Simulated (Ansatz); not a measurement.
# C2H7FGe: the cost of one run

Method: RKS PBE0-D4/def2-SVP, in Ansatz 0.2.0.

## 1. The starting structure

Bond lengths: Ge1–H2 1.550 Å, Ge1–C3 1.960 Å, C3–H4 1.110 Å, C3–H5 1.110 Å, C3–H6 1.110 Å, Ge1–F7 1.679 Å, Ge1–C8 1.959 Å, C8–H9 1.110 Å, C8–H10 1.110 Å, C8–H11 1.110 Å. Angles (14 of 18 angles, heavy atoms first): C3–Ge1–F7 109.5°, C3–Ge1–C8 109.5°, F7–Ge1–C8 109.5°, H2–Ge1–C3 109.4°, H2–Ge1–F7 109.5°, H2–Ge1–C8 109.5°, Ge1–C3–H4 109.5°, Ge1–C3–H5 109.5°, Ge1–C3–H6 109.5°, Ge1–C8–H9 109.5°, Ge1–C8–H10 109.5°, Ge1–C8–H11 109.5°, H4–C3–H5 109.4°, H4–C3–H6 109.4°.

Structure file:

```xyz
11

Ge    0.0000    0.0000    0.0000
H     0.0000    0.0000    1.5500
C     1.8483    0.0000   -0.6527
H     2.1960   -1.0463   -0.7809
H     1.8968    0.5276   -1.6281
H     2.5002    0.5187    0.0808
F    -0.7913    1.3709   -0.5594
C    -0.9232   -1.5994   -0.6527
H    -1.4228   -2.1111    0.1962
H    -1.6833   -1.3066   -1.4068
H    -0.1873   -2.2880   -1.1178
```

## 2. Relaxing the start

input.yaml

```yaml
crystal:
  periodic: [false, false, false]
  atoms:
    - { symbol: Ge, position_ang: [0.0, 0.0, 0.0] }
    - { symbol: H, position_ang: [0.0, 0.0, 1.55] }
    - { symbol: C, position_ang: [1.8483, 0.0, -0.6527] }
    - { symbol: H, position_ang: [2.196, -1.0463, -0.7809] }
    - { symbol: H, position_ang: [1.8968, 0.5276, -1.6281] }
    - { symbol: H, position_ang: [2.5002, 0.5187, 0.0808] }
    - { symbol: F, position_ang: [-0.7913, 1.3709, -0.5594] }
    - { symbol: C, position_ang: [-0.9232, -1.5994, -0.6527] }
    - { symbol: H, position_ang: [-1.4228, -2.1111, 0.1962] }
    - { symbol: H, position_ang: [-1.6833, -1.3066, -1.4068] }
    - { symbol: H, position_ang: [-0.1873, -2.288, -1.1178] }
basis:
  gaussian: { orbitals: def2-SVP }
hamiltonian:
  xc: pbe0
  dispersion: d4
relax:
  f_tol: 0.02
  max_steps: 40
```

On the command line:

```console
> ansatz run input.yaml --threads 4 --pin off --max-ram 5120MiB --backend cpu --events-out ev --progress --plain --runs-dir out
```

Q: Estimate wall time and peak memory on 4 threads of Intel Xeon Platinum 8375C at 2.90GHz (Ice Lake), shared host.

About 25 s, with a peak of 0.28 GiB.
